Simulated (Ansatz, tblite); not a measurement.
# The cluster ZrSi₆−: removing an electron

The task here is to estimate one member of a computed series from the others.

Computed with Ansatz 0.2.0, Gaussian basis. Level: as each input shows.

Plan: charge 0 singlet, at the geometry of the doublet (PBE0-D4/def2-TZVPD, PBE-D4/def2-TZVPD, r2SCAN-D4/def2-TZVPD, CCSD(T)/def2-SVPD); charge 0 triplet, at the geometry of the doublet (PBE0-D4/def2-TZVPD, PBE-D4/def2-TZVPD, r2SCAN-D4/def2-TZVPD); the starting doublet's energies come from earlier runs.

5 further runs of the same task are left out: 2 that didn't finish, 3 set aside as unsound or not needed. Runs told in other sessions of the task aren't counted.

### The geometry

The geometry is that of the doublet, from an earlier relaxation (B3LYP-D4/def2-SVPD). At that level it is the lowest of the isomers that a small search found.

7 atoms, charge -1, spin multiplicity 2.

Atoms are counted from 1 here; the program's logs count them from 0.

Bond lengths: Zr1–Si2 3.261 Å, Zr1–Si3 2.583 Å, Zr1–Si4 2.752 Å, Zr1–Si5 2.587 Å, Zr1–Si6 2.764 Å, Zr1–Si7 3.019 Å, Si2–Si3 2.587 Å, Si2–Si5 2.590 Å, Si2–Si7 2.623 Å, Si3–Si4 2.491 Å, Si4–Si7 2.416 Å, Si5–Si6 2.483 Å, Si6–Si7 2.414 Å. Angles: Si2–Zr1–Si3 51.0°, Si2–Zr1–Si4 52.6°, Si2–Zr1–Si5 51.0°, Si2–Zr1–Si6 52.5°, Si2–Zr1–Si7 49.2°, Si3–Zr1–Si4 55.6°, Si3–Zr1–Si5 63.6°, Si3–Zr1–Si6 100.7°, Si3–Zr1–Si7 91.3°, Si4–Zr1–Si5 101.0°, Si4–Zr1–Si6 91.7°, Si4–Zr1–Si7 49.2°, Si5–Zr1–Si6 55.2°, Si5–Zr1–Si7 91.1°, Si6–Zr1–Si7 49.1°, Zr1–Si2–Si3 50.8°, Zr1–Si2–Si5 50.9°, Zr1–Si2–Si7 60.6° and more.

Zr takes a core potential in the def2 sets. No spin-orbit coupling is included. The ion is computed in the gas phase, without counter-ions or solvent.

The first run:

Contents of in.yaml:

```yaml
crystal:
  periodic: [false, false, false]
  atoms:
    - {symbol: Zr, position_ang: [-0.605203, 1.379985, 0.789193]}
    - {symbol: Si, position_ang: [0.847307, -1.112420, -0.730955]}
    - {symbol: Si, position_ang: [1.114313, 1.428342, -1.137260]}
    - {symbol: Si, position_ang: [-1.094841, 0.459481, -1.757807]}
    - {symbol: Si, position_ang: [1.692290, 0.294234, 1.273318]}
    - {symbol: Si, position_ang: [-0.241854, -1.190929, 1.738310]}
    - {symbol: Si, position_ang: [-1.712023, -1.258693, -0.174800]}
basis:
  gaussian: {orbitals: def2-TZVPD}
hamiltonian: {xc: pbe0, dispersion: d4}
scf: {omitted_lower_state_checks: [starts]}
output: {orbitals: {seedname: orbitals}}
```

Started as:

```console
> ansatz run in.yaml --threads 4 --pin off --events-out ev --progress --plain --max-ram 4787MiB
```

Among the steps run: Charge 0 singlet at the fixed geometry, PBE0-D4/def2-TZVPD; Charge 0 singlet at the fixed geometry, PBE-D4/def2-TZVPD; Charge 0 singlet at the fixed geometry, r2SCAN-D4/def2-TZVPD; Charge 0 singlet at the fixed geometry, CCSD(T)/def2-SVPD.

One of the session's tables, all rows but one given; the rest of the session is left out.

It belongs to the step «Vertical ionisation energy». 

```
               level  vertical ionisation energy (eV)
        HF/def2-SVPD                            +2.71
   PBE-D4/def2-TZVPD                            +2.83
r2SCAN-D4/def2-TZVPD                            +2.98
  PBE0-D4/def2-TZVPD                            +2.97
       MP2/def2-SVPD                            +2.31
      CCSD/def2-SVPD                            +2.80
   CCSD(T)/def2-SVPD                                ?
```

**Question.** Estimate the row for CCSD(T)/def2-SVPD.

**Answer.** vertical ionisation energy (eV): +2.66. In the column «vertical ionisation energy (eV)» it lies between MP2/def2-SVPD (+2.31) and HF/def2-SVPD (+2.71).
